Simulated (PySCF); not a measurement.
**CsNa−: bond curves at several levels of theory**

An exercise on one series of results from a longer session: the logs are not shown, and one member is left open.

The runs use PySCF 2.14.0; Cs def2-SVPD with ECP46, Na def2-SVPD, scalar-relativistic core potentials.

4 further runs of the same task are left out: 4 set aside as unsound or not needed.

The first run:

The job is set up so:

```
atoms                         : Cs, Na
charge                        : -1
basis                         : Cs def2-SVPD with ECP46, Na def2-SVPD
Hamiltonian                   : scalar-relativistic core potentials
basis functions               : 45
electrons treated             : 21
masses in u                   : 132.9054, 22.9898
levels                        : PBE0, PBE, r²SCAN, r²SCAN0, M06-L, M06, LC-ωPBE, MP2, SCS-MP2, CCSD, CCSD(T)
grid                          : 80 radial by 434 angular points
occupations                   : held fixed by the projection of orbital angular momentum
dissociation limit            : Cs + Na−, each in its ground configuration
starting distance in angstrom : 3.880
values of 2S to try           : 1, 3
```

Among the steps run: The job; First curve: PBE0; PBE; r²SCAN; r²SCAN0 (hybrid meta-GGA); M06-L; M06 (hybrid meta-GGA); LC-ωPBE (range-separated hybrid); Correlated methods on the Hartree–Fock reference.

One table of the session follows, with a row left open; its other results are not shown here.

It belongs to the step «The curves together». Energy (eV) from each level's lowest point:

```
R (Å)  ROHF-MP2  ROHF-SCS-MP2  ROHF-CCSD  ROHF-CCSD(T)    PBE
3.781     0.082         0.088        n/a           n/a  0.064
3.956     0.038         0.042      0.043         0.039  0.028
4.132         ?             ?          ?             ?      ?
4.264     0.003         0.004      0.005         0.004  0.001
4.396     0.000         0.000      0.000         0.000  0.000
4.528     0.002         0.001      0.000         0.001  0.004
4.704     0.010         0.008      0.007         0.009  0.013
4.923     0.028         0.025      0.022         0.025  0.032
5.187     0.055         0.051      0.047         0.051  0.058
5.539     0.098         0.094        n/a           n/a  0.097
```

**Question.** Estimate the row for R (Å) = 4.132.

Worked estimate for «ROHF-MP2». A straight line through the neighbours (3.956, 0.038) and (4.264, 0.003) gives 0.038 + (0.003 − 0.038) × (4.132 − 3.956) / (4.264 − 3.956) = 0.018; a parabola fitted to 4 rows on both sides gives 0.012.

As computed: ROHF-MP2: 0.013; ROHF-SCS-MP2: 0.015; ROHF-CCSD: 0.016; ROHF-CCSD(T): 0.014; PBE: 0.007. In «ROHF-MP2» the line misses by +0.005 and the parabola by -0.001.
